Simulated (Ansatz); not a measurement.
# SiC: the cost of one run

Computed with Ansatz 0.2.0 (DFT PBE, scalar-relativistic, plane waves, PAW, unless a step's input says otherwise).

## (1) The structure to begin with

The structure is cubic, space group F-43m (No. 216). Conventional cell: a = 4.379 Å, b = 4.379 Å, c = 4.379 Å, α = 90.00°, β = 90.00°, γ = 90.00°. Around Si (site symmetry -43m) lie 4 C at 1.90 Å. Around C (site symmetry -43m) lie 4 Si at 1.90 Å.

Coordinates:

```
CELL_PARAMETERS angstrom
0.00000 2.18972 2.18972
2.18972 0.00000 2.18972
2.18972 2.18972 0.00000
ATOMIC_POSITIONS crystal
Si 0.00000 0.00000 0.00000
C 0.75000 0.75000 0.75000
```

It is the end of an earlier relaxation with the same method, from a generated guess; it is a trial structure. At a tolerance of 0.02 Å it has space group F-43m (No. 216); it has 10.50 Å³/atom, an uncorrected energy of -0.20 eV/atom over the elements.

## (2) Bands, states and charges

Input file input.yaml:

```yaml
crystal:
  lattice:
    - [0.0, 2.1897201901, 2.1897201901]
    - [2.1897201901, 0.0, 2.1897201901]
    - [2.1897201901, 2.1897201901, 0.0]
  atoms:
    - { symbol: Si, position: [0.0, 0.0, 0.0] }
    - { symbol: C, position: [0.75, 0.75, 0.75] }
basis:
  ecutwfc: 420
kpoints:
  mp_grid: { grid: [10, 10, 10] }
  band_path:
    path:
      - [[0.0, 0.0, 0.0], [-0.5, -0.5, 0.0], [-0.375, -0.375, 0.25]]
      - [[-0.375, 0.0, 0.375], [0.0, 0.0, 0.0], [0.0, 0.0, 0.5], [-0.5, -0.25, 0.25], [-0.5, -0.5, 0.0]]
    npoints: 14
hamiltonian:
  xc: pbe
scf:
  occupations: { method: gaussian, width: 0.02 }
  n_extra_bands: 6
output:
  forces: true
  stress: true
  eigenvalues: true
  populations: true
  dos: { projected: true, de: 0.02, nscf_kmesh: { grid: [15, 15, 15] } }
  bader: true
  write_density: true
  write_potential: true
  elf: true
  volumetric_format: npy
```

Started as:

```console
$ ansatz run input.yaml --threads 1 --pin off --max-ram 2560MiB --backend cpu --events-out ev --progress --plain --runs-dir out
```

What time and memory should one allow on 1 thread of Arm Neoverse V2, shared host?

About 18 s, with a peak of 0.27 GiB.
